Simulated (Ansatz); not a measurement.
# GeH9NSi: the cost of one run

All numbers below are computed with Ansatz 0.2.0 (RKS PBE-D4/def2-SVP).

### 1 The system as given

Bond lengths: Ge1–N2 2.242 Å, Ge1–H3 1.581 Å, Ge1–H4 1.515 Å, Ge1–H5 1.508 Å, Ge1–Si7 2.697 Å, N2–H8 1.015 Å, N2–H9 1.014 Å, Si7–H10 1.483 Å, Si7–H11 1.459 Å, Si7–H12 1.474 Å. Angles (14 of 19 angles, heavy atoms first): N2–Ge1–Si7 75.6°, Ge1–N2–H8 124.9°, Ge1–N2–H9 120.7°, N2–Ge1–H3 168.7°, N2–Ge1–H4 82.4°, N2–Ge1–H5 90.3°, H3–Ge1–Si7 98.2°, H4–Ge1–Si7 139.0°, H5–Ge1–Si7 106.7°, Ge1–Si7–H10 116.5°, Ge1–Si7–H11 103.8°, Ge1–Si7–H12 118.0°, H8–N2–H9 107.2°, H3–Ge1–H4 97.0°.

As a file:

```xyz
12

Ge   -1.3232    0.1593   -0.1831
N    -0.0390   -0.5420    1.5151
H    -2.1009    0.4166   -1.5358
H    -2.2900   -0.8541    0.3947
H    -1.5578    1.4692    0.5265
H     0.8955   -0.3901    0.5812
Si    1.1886    0.2461   -1.1613
H     0.2004    0.0131    2.3302
H    -0.0506   -1.5134    1.8073
H     2.1892    0.9834   -0.3525
H     1.0597    1.0376   -2.3800
H     1.8281   -1.0256   -1.5423
```

### 2 A restrained relaxation towards end A

Springs on the bonds that form and break draw the guess towards this end; the thresholds are loose.

The input, input.yaml:

```yaml
crystal:
  periodic: [false, false, false]
  atoms:
    - { symbol: Ge, position_ang: [-1.3232, 0.1593, -0.1831] }
    - { symbol: "N", position_ang: [-0.039, -0.542, 1.5151] }
    - { symbol: H, position_ang: [-2.1009, 0.4166, -1.5358] }
    - { symbol: H, position_ang: [-2.29, -0.8541, 0.3947] }
    - { symbol: H, position_ang: [-1.5578, 1.4692, 0.5265] }
    - { symbol: H, position_ang: [0.8955, -0.3901, 0.5812] }
    - { symbol: Si, position_ang: [1.1886, 0.2461, -1.1613] }
    - { symbol: H, position_ang: [0.2004, 0.0131, 2.3302] }
    - { symbol: H, position_ang: [-0.0506, -1.5134, 1.8073] }
    - { symbol: H, position_ang: [2.1892, 0.9834, -0.3525] }
    - { symbol: H, position_ang: [1.0597, 1.0376, -2.38] }
    - { symbol: H, position_ang: [1.8281, -1.0256, -1.5423] }
basis:
  gaussian: { orbitals: def2-SVP }
hamiltonian:
  xc: pbe
  dispersion: d4
relax:
  f_tol: 0.15
  max_steps: 25
  restrain:
    - { distance: [0, 6], at: 3.61, k: 30.0 }
    - { distance: [5, 1], at: 2.32, k: 30.0 }
    - { distance: [0, 1], at: 1.91, k: 30.0 }
    - { distance: [5, 6], at: 1.42, k: 30.0 }
output:
  orbitals: {}
```

Command:

```console
$ ansatz run input.yaml --threads 2 --pin off --max-ram 3072MiB --backend cpu --events-out ev --progress --plain --runs-dir out
```

**Question.** How long does this run take on 2 threads of Arm Neoverse V1, shared host, and how much memory does it need?

About 31 s, with a peak of 0.15 GiB.
